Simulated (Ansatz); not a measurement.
# CH₄ClInSe: a ladder of functionals and wavefunction methods

One table from this session's results is given with a row withheld; the runs are named, their logs left out.

The runs use Ansatz 0.2.0, Gaussian basis; functionals in def2-TZVPP, the program's frozen cores in correlated methods.

Levels to be run: LDA (SPW92), PBE-D4, revPBE-D4, BLYP-D4, r2SCAN-D4, B97M-V, PBE0-D4, B3LYP-D4, r2SCANh-D4, r2SCAN0-D4, HSE06-D4, BHLYP-D4, CAM-B3LYP-D4, LC-ωPBE, ωB97X-V, ωB97M-V, B2PLYP, PBE-QIDH; CCSD(T)/def2-SVP; CCSD(T)/def2-TZVPP; MP2/def2-QZVPP; extrapolation to the limit; RPA on PBE.

**The relaxed structure**

All runs share one geometry, relaxed beforehand with PBE0-D4 in a triple-zeta def2 set. In takes the def2 core potential; no spin-orbit term is included.

SMILES `[CH3][In]([Cl])[SeH]`, 8 atoms, charge 0, spin multiplicity 1.

Atoms are counted from 1 here; the program's logs count them from 0.

Bond lengths: C1–In2 2.132 Å, C1–H5 1.089 Å, C1–H6 1.090 Å, C1–H7 1.090 Å, In2–Cl3 2.345 Å, In2–Se4 2.493 Å, Se4–H8 1.469 Å. Angles: In2–C1–H5 110.7°, In2–C1–H6 108.7°, In2–C1–H7 108.7°, H5–C1–H6 109.8°, H5–C1–H7 110.1°, H6–C1–H7 108.9°, C1–In2–Cl3 118.0°, C1–In2–Se4 130.6°, Cl3–In2–Se4 111.4°, In2–Se4–H8 90.5°.

The first run:

File in.yaml:

```yaml
crystal:
  periodic: [false, false, false]
  atoms:
    - {symbol: C, position_ang: [-0.149194, 1.463677, -0.671236]}
    - {symbol: In, position_ang: [0.152904, -0.430326, 0.259217]}
    - {symbol: Cl, position_ang: [2.085109, -0.724522, 1.554920]}
    - {symbol: Se, position_ang: [-1.242897, -2.496283, 0.228129]}
    - {symbol: H, position_ang: [-1.004046, 1.428839, -1.344440]}
    - {symbol: H, position_ang: [-0.320949, 2.210208, 0.104673]}
    - {symbol: H, position_ang: [0.751719, 1.729265, -1.224066]}
    - {symbol: H, position_ang: [-0.272637, -3.180848, 1.092803]}
basis:
  gaussian: {orbitals: def2-TZVPP}
hamiltonian: {xc: lda}
output: {orbitals: {seedname: orbitals}}
```

Command:

```console
> ansatz run in.yaml --threads 4 --pin off --events-out ev --progress --plain --max-ram 10444MiB
```

Among the steps run: LDA; PBE-D4 (GGA); revPBE-D4 (GGA); BLYP-D4 (GGA); r2SCAN-D4 (meta-GGA); B97M-V (meta-GGA); B3LYP-D4 (hybrid); r2SCANh-D4 (hybrid); r2SCAN0-D4 (hybrid); HSE06-D4 (hybrid); BHLYP-D4 (hybrid); CAM-B3LYP-D4 (range-separated); LC-ωPBE (range-separated); ωB97X-V (range-separated); ωB97M-V (range-separated); B2PLYP (double hybrid); PBE-QIDH (double hybrid).

One of the session's tables, all rows but one given; the rest of the session is left out.

```
  functional  HOMO (eV)  LUMO (eV)  gap (eV)
 LDA (SPW92)      -6.36      -2.45      3.91
      PBE-D4      -6.20      -2.18      4.02
   revPBE-D4      -6.14      -2.07      4.07
     BLYP-D4      -6.02      -2.13      3.90
   r2SCAN-D4          ?          ?         ?
      B97M-V      -6.52      -2.00      4.52
     PBE0-D4      -7.32      -1.34      5.98
    B3LYP-D4      -7.08      -1.64      5.44
  r2SCANh-D4      -6.89      -1.65      5.24
  r2SCAN0-D4      -7.51      -1.21      6.30
    HSE06-D4      -6.93      -1.70      5.22
    BHLYP-D4      -8.28      -0.63      7.65
CAM-B3LYP-D4      -8.58      -0.48      8.10
     LC-ωPBE      -9.95       0.61     10.56
     ωB97X-V      -9.60       0.47     10.07
     ωB97M-V      -9.46       0.22      9.68
```

**Question.** Estimate the row for r2SCAN-D4.

Worked estimate for «HOMO (eV)». Against the share of exact exchange, r2SCANh-D4 (0.1, -6.89), r2SCAN0-D4 (0.25, -7.51) give a slope of -4.13 per unit share; at 0 the line stands at -6.48.

As computed: HOMO (eV): -6.48; LUMO (eV): -1.95; gap (eV): 4.53. In «HOMO (eV)» the line misses by 0.00.

Caveats from the session: All levels share the lack of spin-orbit coupling, which lowers the free heavy atoms and so the true binding.
